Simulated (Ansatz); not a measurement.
# InGa2P3: the cost of one run

Computed with Ansatz 0.2.0 (DFT r2SCAN, scalar-relativistic, plane waves, PAW).

## Step 1: The system as given

It takes space group I-4m2 (No. 119, tetragonal). Conventional cell: a = 3.989 Å, b = 3.989 Å, c = 17.069 Å, α = 90.00°, β = 90.00°, γ = 90.00°. Around In (site symmetry -4m2) lie 4 P at 2.54 Å. Ga (site symmetry 2mm) has 4 P at 2.40 to 2.41 Å in its first shell of neighbours. P (site symmetry 2mm) has 2 Ga at 2.40 Å and 2 In at 2.54 Å in its first shell of neighbours. Around P (site symmetry -4m2) lie 4 Ga at 2.41 Å.

Structure file:

```cif
data_structure
_symmetry_space_group_name_H-M 'I-4m2'
_symmetry_Int_Tables_number 119
_cell_length_a 3.9885
_cell_length_b 3.9885
_cell_length_c 17.0692
_cell_angle_alpha 90.000
_cell_angle_beta 90.000
_cell_angle_gamma 90.000
_cell_volume 271.54
loop_
_atom_site_label
_atom_site_type_symbol
_atom_site_symmetry_multiplicity
_atom_site_Wyckoff_symbol
_atom_site_fract_x
_atom_site_fract_y
_atom_site_fract_z
_atom_site_occupancy
In1 In 2 a 0.00000 0.00000 0.00000 1
Ga1 Ga 4 e 0.50000 0.50000 0.17087 1
P1 P 4 f 0.00000 0.50000 0.40741 1
P2 P 2 d 0.50000 0.00000 0.25000 1
```

The cell was relaxed beforehand at this level, from a generated guess; it is a trial structure. At a tolerance of 0.02 Å it has space group I-4m2 (No. 119); it has 22.63 Å³/atom, an uncorrected energy of -0.35 eV/atom over the elements and, on its mesh, gap 0.99 eV.

## Step 2: Level of theory: r2SCAN

The input, input.yaml:

```yaml
crystal:
  lattice:
    - [-1.9942552, 1.9942552, 8.5345977]
    - [1.9942552, -1.9942552, 8.5345977]
    - [1.9942552, 1.9942552, -8.5345977]
  atoms:
    - { symbol: In, position: [0.0, 0.0, 0.0] }
    - { symbol: Ga, position: [0.670868, 0.670868, 0.0] }
    - { symbol: Ga, position: [0.329132, 0.329132, 0.0] }
    - { symbol: P, position: [0.907412, 0.407412, 0.5] }
    - { symbol: P, position: [0.25, 0.75, 0.5] }
    - { symbol: P, position: [0.592588, 0.092588, 0.5] }
basis:
  ecutwfc: 500
kpoints:
  mp_grid: { grid: [10, 10, 10] }
  band_path:
    path:
      - [[0.0, 0.0, 0.0], [0.0, 0.0, 0.5], [0.25, 0.25, 0.25], [0.0, 0.5, 0.0], [0.0, 0.0, 0.0], [0.5, 0.5, -0.5], [0.26365009, 0.73634991, -0.26365009]]
      - [[-0.26365009, 0.26365009, 0.26365009], [0.0, 0.0, 0.0]]
      - [[0.0, 0.0, 0.5], [-0.02730017, 0.02730017, 0.5]]
      - [[0.5, 0.5, -0.02730017], [0.5, 0.5, -0.5]]
    npoints: 14
hamiltonian:
  xc: r2scan
scf:
  occupations: { method: gaussian, width: 0.02 }
  n_extra_bands: 15
output:
  forces: true
  stress: true
  eigenvalues: true
  populations: true
  dos: { projected: true, de: 0.02, nscf_kmesh: { grid: [15, 15, 15] } }
  bader: true
  write_density: true
  write_potential: true
  elf: true
  volumetric_format: npy
```

The run is started by

```sh
$ ansatz run input.yaml --threads 4 --pin off --max-ram 8192MiB --backend cpu --events-out ev --progress --plain --runs-dir out
```

Q: Estimate wall time and peak memory on 4 threads of Arm Neoverse V2, shared host.

About 2.3 min, with a peak of 1.7 GiB.
